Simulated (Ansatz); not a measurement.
# Al3BiO: one candidate of a structure search

The task: take a trial cell of Al3BiO to zero force and stress.

Program: Ansatz 0.2.0. Level of theory: DFT PBE, scalar-relativistic, plane waves, PAW. These are calculated values, not measurements.

### Step 1. The system as given

Symmetry: Pm-3m, No. 221, cubic system. Conventional cell: a = 4.673 Å, b = 4.673 Å, c = 4.673 Å, α = 90.00°, β = 90.00°, γ = 90.00°. Al (site symmetry 4/mmm) has 2 O at 2.34 Å as nearest neighbours. Around Bi (site symmetry m-3m) lie 12 Al at 3.30 Å. Around O (site symmetry m-3m) lie 6 Al at 2.34 Å.

Structure file:

```cif
data_structure
_symmetry_space_group_name_H-M 'Pm-3m'
_symmetry_Int_Tables_number 221
_cell_length_a 4.6726
_cell_length_b 4.6726
_cell_length_c 4.6726
_cell_angle_alpha 90.000
_cell_angle_beta 90.000
_cell_angle_gamma 90.000
_cell_volume 102.02
loop_
_atom_site_label
_atom_site_type_symbol
_atom_site_symmetry_multiplicity
_atom_site_Wyckoff_symbol
_atom_site_fract_x
_atom_site_fract_y
_atom_site_fract_z
_atom_site_occupancy
Al1 Al 3 d 0.50000 0.00000 0.00000 1
Bi1 Bi 1 b 0.50000 0.50000 0.50000 1
O1 O 1 a 0.00000 0.00000 0.00000 1
```

A structure generator made this guess: random cell by space group and Wyckoff sites (Pm-3m, No. 221). The dimensions are guesses.

### Step 2. A first look at the guess

Contents of input.yaml:

```yaml
crystal:
  lattice:
    - [4.67262541, 0.0, 0.0]
    - [0.0, 4.67262541, 0.0]
    - [0.0, 0.0, 4.67262541]
  atoms:
    - { symbol: Al, position: [0.5, 0.0, 0.0] }
    - { symbol: Al, position: [0.0, 0.5, 0.0] }
    - { symbol: Al, position: [0.0, 0.0, 0.5] }
    - { symbol: Bi, position: [0.5, 0.5, 0.5] }
    - { symbol: O, position: [0.0, 0.0, 0.0] }
basis:
  ecutwfc: 420
kpoints:
  mp_grid: { grid: [4, 4, 4] }
hamiltonian:
  xc: pbe
scf:
  occupations: { method: gaussian, width: 0.1 }
  lower_state_search: "off"
output:
  forces: true
  stress: true
  eigenvalues: true
```

The run is started by

```
$ ansatz run input.yaml --threads 1 --pin off --max-ram 2560MiB --backend cpu --events-out ev --progress --plain --runs-dir out
```

Further runs follow: coarse relaxation; full relaxation.

Before running it: what results should come out? Wanted: conventional cell; volume; energy over the elements; gap on the mesh.

**Answer**, as computed:

| quantity | value |
| --- | --- |
| symmetry at the end (tolerance 0.05 Å) | space group Pm-3m (No. 221) |
| conventional cell | a = 4.506 Å, b = 4.506 Å, c = 4.506 Å, α = 90.00°, β = 90.00°, γ = 90.00° |
| volume | 18.30 Å³/atom |
| energy over the elements (uncorrected; H, N, O, F and Cl as molecules) | -0.23 eV/atom |
| gap on the mesh | none (metal) |

In words: The space group Pm-3m (No. 221) is kept, and the volume per atom shrinks by 10.3 % from the first guess. It lies below the elements, which doesn't yet make it stable: competing phases were not computed in this session. No finished test with a distortion of lower symmetry is shown, so the end may be a saddle point. Spin-orbit coupling is left out for Bi.
